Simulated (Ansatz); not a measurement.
# Al2O3: the cost of one run

Program: Ansatz 0.2.0 through its Python package. Level of theory: DFT LDA, plane waves, PAW. These are calculated values, not measurements.

## (1) The structure

The structure is hexagonal, space group P-6m2 (No. 187). The conventional cell has a = 2.884 Å, b = 2.884 Å, c = 9.337 Å, α = 90.00°, β = 90.00°, γ = 120.00°. Al (site symmetry 3m) has 6 O at 1.80 to 2.18 Å as nearest neighbours. O (site symmetry 3m) is surrounded by 3 Al at 1.80 Å. O (site symmetry -6m2) is surrounded by 6 Al at 2.18 Å.

No structure file is read: the coordinates are typed or built in the script.

## (2) The code

al2o3_vcrelax.py reads:

```python
"""Cell relaxation of Al2O3."""

from pathlib import Path
import json
import warnings

import ansatz as az
import matplotlib.pyplot as plt
import numpy as np

def edges_and_angles(cell):
    cell = np.asarray(cell)
    a, b, c = np.linalg.norm(cell, axis=1)
    cosines = cell[1] @ cell[2] / (b * c), cell[0] @ cell[2] / (a * c), cell[0] @ cell[1] / (a * b)
    return (a, b, c, *np.degrees(np.arccos(cosines)))

warnings.simplefilter("ignore", az.DeckWarning)

vectors = np.array([
    [2.884325, 0.0, 0.0],
    [-1.442162, 2.497899, 0.0],
    [0.0, 0.0, 9.336754],
])
structure = (
    az.Lattice.of(vectors)
    .atom("Al", (0.0, 0.0, 0.149992))
    .atom("Al", (0.0, 0.0, 0.850008))
    .atom("O", (1 / 3, 2 / 3, 0.222317))
    .atom("O", (2 / 3, 1 / 3, 0.0))
    .atom("O", (1 / 3, 2 / 3, 0.777683))
)

# only the volume may change
job = (
    structure.calculation()
    .functional("lda")
    .basis(420)
    .kpoints(mesh=(12, 12, 2), center="gamma")
    .occupations("Marzari-Vanderbilt")
    .relax(max_steps=60, fix_cell=["shape"])
    .band_table()
    .density()
    .potential()
    .output_files(volumetric_format=["xsf", "npy"])
)
res = job.run(events_out="stream.ndjson")
with open("stream.ndjson") as stream:
    events = [json.loads(line) for line in stream]
steps = [e["data"] for e in events if e["event"] == "relax_step"]
r = res.report
for s in steps:
    flag = "" if s["accepted"] else "  (rejected)"
    print("step %2d  E = %.5f eV  largest force component = %.4f eV/A%s" % (s["step"], s["lagrangian_ev"], s["allowed_force_max_ev_ang"], flag))

first, last = steps[0], steps[-1]
symbols = [site.symbol for site in res.lattice.sites]
print(f"energy gained {first['lagrangian_ev'] - last['lagrangian_ev']:.4f} eV in {len(steps) - 1} steps")
for label, vectors in (("before", first["cell_ang"]), ("after", res.lattice.cell_ang)):
    print(label, "a b c (A) {:.4f} {:.4f} {:.4f}  angles {:.2f} {:.2f} {:.2f}".format(*edges_and_angles(vectors)), f" V = {abs(np.linalg.det(vectors)):.3f} A^3")
print("final stress xx yy zz (GPa, compression positive):", np.round(np.diag(r["stress_gpa"]), 3) + 0.0)

fig, (top, bottom) = plt.subplots(2, 1, sharex=True, figsize=(4.5, 4))
top.plot([s["lagrangian_ev"] - last["lagrangian_ev"] for s in steps], "o-")
top.set_ylabel("E - E(final) (eV)")
bottom.semilogy([max(s["allowed_force_max_ev_ang"], 1e-6) for s in steps], "s-")
bottom.set(xlabel="step", ylabel="largest force (eV/A)")
fig.tight_layout()
fig.savefig("relax.png", dpi=100)

print("atom   start x y z (A)              end x y z (A)")
for symbol, a, b in zip(symbols, first["positions_ang"], last["positions_ang"]):
    print(f"{symbol:3s}", " ".join(f"{v:8.4f}" for v in a), "  ", " ".join(f"{v:8.4f}" for v in b))

change = np.array(last["positions_ang"]) @ np.linalg.inv(last["cell_ang"]) - np.array(first["positions_ang"]) @ np.linalg.inv(first["cell_ang"])
moved = np.linalg.norm(change @ np.array(last["cell_ang"]), axis=1)
print("displacement within the cell, strain taken out (A):", " ".join(f"{s}:{d:.3f}" for s, d in zip(symbols, moved)))

for key in ("converged", "n_iterations", "n_electrons", "n_kpoints", "n_pw", "n_symmetry_ops", "free_energy_ev", "fermi_energy_ev"):
    print(f"{key:18s} {r[key]}")

fermi = r["fermi_energy_ev"]
print("levels less the Fermi level (eV) at the first k-points (first spin channel where there are two)")
for k, levels in list(zip(r["kpoints_frac"], r["eigenvalues_ev"]))[:3]:
    print("k = ({:.3f}, {:.3f}, {:.3f})".format(*k))
    print("   ", " ".join(f"{e - fermi:.3f}" for e in levels))

folder = Path(res.write_results("volumes"))
print(sorted(path.name for path in folder.iterdir()))
head = (folder / "rho.xsf").read_text().split("BEGIN_BLOCK")[0]
print(head)
```

## (3) Launch

Run with:

```bash
python al2o3_vcrelax.py
```

**Question.** How long does this script take on 1 thread of Arm Neoverse N1, shared host, and how much memory does it need?

About 92 s, with a peak of 0.46 GiB.
